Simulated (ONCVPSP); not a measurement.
# Promethium: generating and testing an ONCV potential

Aim: build the potential from the settings below, then test how well it stands in for the atom: other configurations, scattering, ghost states and the plane-wave cutoff that it needs.

Program: ONCVPSP 4.0.1. Reference atom: PBEsol, scalar-relativistic, spherical and spin-unpolarised. All values are calculated.

## (1) Starting point

The settings as typed:

- element: promethium (Pm, Z = 61)
- type: optimised norm-conserving Vanderbilt (ONCV)
- frozen core: [Kr]
- valence charge: 25
- reference configuration: 4d10 4f5 5s2 5p6 6s0.5 (charge +1.5)
- partial waves: 5s+6s: rc 2.50 bohr, ncon 4, nbas 9, qcut 4.7 1/bohr, 2 projectors; 5p: rc 1.95 bohr, ncon 4, nbas 7, qcut 5.6 1/bohr, 2 projectors, debl 2.5 Ha; 4d: rc 1.05 bohr, ncon 4, nbas 9, qcut 14.6 1/bohr, 3 projectors, debl 2.2 Ha; 4f: rc 1.05 bohr, ncon 4, nbas 8, qcut 15.6 1/bohr, 2 projectors, debl 3.4 Ha
- local potential: polynomial inside 1.00 bohr (lpopt 5, dvloc0 2 Ha)
- core correction: Teter function, fcfact 2.5, rcfact 1.7

An earlier all-electron run gives the scale for the radii.

All-electron outer shells of the reference configuration (PBEsol, scalar-relativistic, ld1.x):

| shell | level (eV) | outermost node (bohr) | outermost maximum (bohr) |
| --- | --- | --- | --- |
| 4d | -132.05 | 0.29 | 0.60 |
| 5s | -51.42 | 0.70 | 1.29 |
| 5p | -32.16 | 0.75 | 1.46 |
| 4f | -11.59 | – | 0.64 |
| 6s | -10.82 | 1.72 | 3.37 |
| 5d | -10.32 | 0.86 | 2.09 |
| 6p | -7.41 | 2.04 | 4.22 |

## (2) The generation run

Input file Pm.dat:

```
# ATOM AND REFERENCE CONFIGURATION
# atsym  z   nc   nv     iexc    psfile
  Pm 61.00    8    5  -116133      upf
#
#   n    l    f
    1    0    2.00
    2    0    2.00
    2    1    6.00
    3    0    2.00
    3    1    6.00
    3    2   10.00
    4    0    2.00
    4    1    6.00
    4    2   10.00
    4    3    5.00
    5    0    2.00
    5    1    6.00
    6    0    0.50
#
# PSEUDOPOTENTIAL AND OPTIMIZATION
# lmax
    3
#
#   l,   rc,      ep,       ncon, nbas, qcut
    0    2.50    0.00    4    9    4.70
    1    1.95    0.00    4    7    5.60
    2    1.05    0.00    4    9   14.60
    3    1.05    0.00    4    8   15.60
#
# LOCAL POTENTIAL
# lloc, lpopt,  rc(5),   dvloc0
    4    5    1.00    2.00
#
# VANDERBILT-KLEINMAN-BYLANDER PROJECTORs
# l, nproj, debl
    0    2    3.40
    1    2    2.50
    2    3    2.20
    3    2    3.40
#
# MODEL CORE CHARGE
# icmod, fcfact, rcfact
    3    2.50    1.70
#
# LOG DERIVATIVE ANALYSIS
# epsh1, epsh2, depsh
   -6.00    5.00    0.04
#
# OUTPUT GRID
# rlmax, drl
    6.00    0.01
#
# TEST CONFIGURATIONS
# ncnf
    4
# nvcnf
#   n    l    f
    5
    4    2   10.00
    4    3    5.00
    5    0    2.00
    5    1    6.00
    6    0    2.00
#
    5
    4    2   10.00
    4    3    5.00
    5    0    2.00
    5    1    6.00
    6    0    1.00
#
    5
    4    2   10.00
    4    3    5.00
    5    0    2.00
    5    1    6.00
    6    0    0.00
#
    5
    4    2    9.00
    4    3    5.00
    5    0    2.00
    5    1    6.00
    6    0    2.00
#
```

Started as:

```console
$ oncvpsp.x < Pm.dat > Pm.out
```

Before running it: what results should come out? Wanted: cutoffs for 1 and 0.1 mHa per electron, occupied waves; bound ghosts; GHOST(+) flags; largest test error; largest phase difference near zero energy, channels read; rms error of d²Exc/dn², without and with the model core; projector energies reset by the program.

As calculated:

```
                                                quantity                             value
  cutoffs for 1 and 0.1 mHa per electron, occupied waves                 105 Ha and 116 Ha
                                            bound ghosts                   s at -147.43 eV
                                          GHOST(+) flags                        p at 70 eV
                            largest test error (AE − PS)  -84 meV, for 4d9 4f5 5s2 5p6 6s2
largest phase difference near zero energy, channels read                         0.002 rad
 rms error of d²Exc/dn², without and with the model core                 5.03 and 2.22 mHa
                 projector energies reset by the program        d: -4.853, 0.250, 2.450 Ha
```

It has a bound ghost (s), a state that the atom doesn't have, and that rules the file out. The worst unpolarised test, 4d9 4f5 5s2 5p6 6s2, is off by 84 meV on 120.0 eV; by total energies transferability rates as fair. That test lies far up in energy; among those under 40 eV, nearer to bonding, the largest error is 1.5 meV. It counts as very hard, with 105 Ha needed at the looser tolerance. At the looser tolerance the 4f wave is the slowest; 4d needs 82 Ha. Near zero energy the phases of the channels with partial waves agree within 0.002 rad. The pseudo curves have a pole with no partner nearby in the atom's: s at -5.40 Ha. The program also flags highly localised states, GHOST(+) (p). All of this concerns the isolated atom, not yet a solid.
